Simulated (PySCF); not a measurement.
**ZrSe: from the state search to spectroscopic constants**

What are the lowest state that PBE0 finds, the bond length, vibrational wavenumber and bond energy of ZrSe, and how much do these hang on the method?

The runs use PySCF 2.14.0; Zr def2-TZVPP with ECP28, Se def2-TZVPP, scalar-relativistic core potentials.

### 1 Input

The job is set up so:

```yaml
atoms: Zr, Se
charge: 0
basis: Zr def2-TZVPP with ECP28, Se def2-TZVPP
Hamiltonian: scalar-relativistic core potentials
basis_functions: 104
electrons_treated: 46
masses_in_u: 89.9047, 79.9165
levels: PBE0, PBE, r²SCAN, revPBE, r²SCAN0, BLYP, TPSS, ωB97X, HF, MP2, SCS-MP2
grid: 80 radial by 434 angular points
occupations: held fixed by the projection of orbital angular momentum
dissociation_limit: Zr + Se, each in its ground configuration
starting_distance_in_angstrom: 2.520
values_of_2S_to_try: 0, 2, 4, 6
```

Started as:

```
$ OMP_NUM_THREADS=2 python dia.py task.json out
```

The runs that follow: First curve: PBE0; Higher solutions at PBE0; PBE (GGA); r²SCAN (meta-GGA); revPBE; r²SCAN0 (hybrid meta-GGA); BLYP (GGA); TPSS (meta-GGA); ωB97X; ROHF.

Before running it: what results should come out? Wanted: for each run, Re; ωe; De; μ.

**Answer**, as computed:

Lowest PBE0 solution found, without spin–orbit coupling: ³Δ (triplet), unpaired electrons σ ↑, δ ↑. State 2 has its PBE0 minimum 0.43 eV higher. State 3 has its PBE0 minimum 0.97 eV higher. The other levels ran on the lowest alone.

| level | Re (Å) | ωe (cm⁻¹) | De (eV) | μ (D) |
| --- | --- | --- | --- | --- |
| ROHF | 2.347 | 380 | 2.94 | -7.44 |
| ROHF-MP2 | 2.310 | 384 | 5.10 | n/a |
| ROHF-SCS-MP2 | 2.321 | 380 | 4.67 | n/a |
| PBE | 2.335 | 358 | 5.62 | -4.94 |
| revPBE | 2.342 | 354 | 5.40 | -5.00 |
| BLYP | 2.357 | 347 | 5.16 | -4.93 |
| TPSS | 2.338 | 360 | 5.50 | -5.37 |
| r²SCAN | 2.329 | 367 | 5.57 | -5.55 |
| PBE0 | 2.319 | 374 | 5.20 | -5.65 |
| r²SCAN0 | 2.317 | 378 | 5.13 | -6.01 |
| ωB97X | 2.315 | 381 | 4.41 | -6.31 |

De is counted to Zr + Se in their ground configurations. A positive dipole means Zr(−)Se(+).

In words: The methods spread over 0.046 Å in bond length, from ROHF-MP2 to BLYP. Of the levels with a De here, ROHF gives the least (2.94 eV) and PBE the most (5.62 eV).

Correlated steps freeze 9 core orbitals. With d or f electrons several states lie close, and the lowest PBE0 determinant need not be the measured ground state. Spin–orbit coupling is left out.
